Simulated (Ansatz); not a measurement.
# Mg13Cu3: the cost of one run

All numbers below are computed with Ansatz 0.2.0 (DFT PBE, scalar-relativistic, plane waves, PAW).

## (1) The structure to begin with

The cell holds 16 atoms (Cu3Mg13): a = 6.936 Å, b = 6.936 Å, c = 6.936 Å, α = 90.00°, β = 90.00°, γ = 90.00°.

The sites of an ideal bcc lattice, at a guessed lattice constant, take 3 Cu, 13 Mg (sublattices apart by semicolons), with a shake of 0.02 Å. Warren-Cowley parameters of the first shell (negative: unlike neighbours preferred): Cu-Mg -0.03. In a cell this small the draw can fall short of the order aimed at.

As a file:

```xyz
16
Lattice="6.9362 0.0000 0.0000 0.0000 6.9362 0.0000 0.0000 0.0000 6.9362" Properties=species:S:1:pos:R:3 pbc="T T T"
Mg    0.0004    6.9169    6.8991
Mg    3.4787    0.0372    6.9079
Mg    6.9309    3.4687    6.9273
Mg    6.9028    0.0112    3.4281
Mg    1.7538    1.7051    1.7374
Mg    3.4635    3.4386    0.0059
Mg    5.1981    1.7578    1.7381
Mg    6.9008    3.4395    3.4792
Mg    1.7411    1.7151    5.1861
Mg    3.4654    3.4471    3.4539
Mg    5.2238    5.2196    1.7697
Mg    1.7328    5.1912    5.2046
Mg    5.2168    5.1872    5.2489
Cu    3.4982    0.0123    3.4616
Cu    1.7451    5.1938    1.7177
Cu    5.1991    1.7367    5.1842
```

## (2) Relaxation without symmetry, coarse mesh

A cheap relaxation: coarse mesh, no symmetry, loose thresholds.

Input file input.yaml:

```yaml
crystal:
  lattice:
    - [6.93615412, 0.0, 0.0]
    - [0.0, 6.93615412, 0.0]
    - [0.0, 0.0, 6.93615412]
  atoms:
    - { symbol: Mg, position: [6.32762e-05, 0.9972173711, 0.9946600561] }
    - { symbol: Mg, position: [0.501537823, 0.0053573016, 0.9959220865] }
    - { symbol: Mg, position: [0.9992487034, 0.5000905558, 0.9987208618] }
    - { symbol: Mg, position: [0.9951847145, 0.001609649, 0.4942404307] }
    - { symbol: Mg, position: [0.2528447601, 0.245822713, 0.2504843257] }
    - { symbol: Mg, position: [0.4993376437, 0.4957535422, 0.0008527593] }
    - { symbol: Mg, position: [0.7494245302, 0.2534227619, 0.2505785987] }
    - { symbol: Mg, position: [0.9949074748, 0.495880458, 0.5015970531] }
    - { symbol: Mg, position: [0.2510149321, 0.2472655115, 0.7476932345] }
    - { symbol: Mg, position: [0.4996126286, 0.4969813234, 0.49795421] }
    - { symbol: Mg, position: [0.7531199386, 0.7525258535, 0.2551410805] }
    - { symbol: Mg, position: [0.2498285129, 0.7484253238, 0.7503624147] }
    - { symbol: Mg, position: [0.7521132021, 0.7478541342, 0.7567456719] }
    - { symbol: Cu, position: [0.5043395095, 0.0017780819, 0.4990631363] }
    - { symbol: Cu, position: [0.2515938444, 0.7488062133, 0.2476376328] }
    - { symbol: Cu, position: [0.7495609654, 0.2503823871, 0.747416949] }
  symmetry: { detect: false }
basis:
  ecutwfc: 420
kpoints:
  mp_grid: { grid: [2, 2, 2], shift: [0.5, 0.5, 0.5] }
hamiltonian:
  xc: pbe
scf:
  occupations: { method: gaussian, width: 0.1 }
  lower_state_search: "off"
output:
  forces: true
  stress: true
  eigenvalues: true
relax:
  adjacent_minimum: "off"
  f_tol: 0.04
  max_steps: 50
  cell: { stress_tol: 0.3 }
```

Command:

```console
ansatz run input.yaml --threads 4 --pin off --max-ram 9216MiB --backend cpu --events-out ev --progress --plain --runs-dir out
```

**Question.** How long does this run take on 4 threads of Arm Neoverse V1, shared host, and how much memory does it need?

About 1.8 min, with a peak of 0.95 GiB.
